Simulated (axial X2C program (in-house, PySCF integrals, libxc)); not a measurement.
# SGaS²⁺: bond lengths and stretches, held linear

An exercise on one series of results from a longer session: the logs are not shown, and one member is left open.

Method: all-electron X2C, two-component (2c) or spin-free, S dyall-av3z, Ga dyall-v3z; program: an in-house X2C program for linear molecules on PySCF integrals.

All values are calculated.

2 further runs of the same task are left out: 2 set aside as unsound or not needed.

The first run:

task.json

```json
{"zs": [16, 31, 16], "q": 2, "bas": ["dyall-av3z", "dyall-v3z", "dyall-av3z"], "r0": [2.11, 2.11], "symm": 1, "scan": ["PBE0", "HF", "LDA"], "levels": ["PBE0", "HF", "TPSSh"], "nst": 2}
```

Keys: zs atomic numbers; q charge; bas basis sets; r0 starting distance in Å; symm equal bonds; scan levels of the two-bond scan; levels methods; nst determinants followed.

Launch:

```bash
> python solin.py task.json out
```

Masses S 31.972, Ga 68.926, S 31.972 u.

Steps of the session up to this table: Scan at PBE0, 2c; Scan at LDA, 2c; Scan at PBE0, spin-free.

One table of the session follows, with a row left open; its other results are not shown here.

```
          level  lower stretch (cm⁻¹)  upper stretch (cm⁻¹)
       PBE0, 2c                     ?                     ?
        LDA, 2c                 305.2                 394.2
PBE0, spin-free                 285.8                 322.2
 LDA, spin-free                 305.2                 394.5
```

Estimate the missing values for PBE0, 2c.

The run gave: lower stretch (cm⁻¹): 285.4; upper stretch (cm⁻¹): 322.2. In the column «lower stretch (cm⁻¹)» it is the lowest.

Scans not shown above were run alike.

Caveats from the session: A multiply charged ion may be only metastable. The molecule was held linear; bending was not examined, so a bent shape may lie lower. Note: functional without a current term on a determinant with orbital currents, of the molecule or an atom.
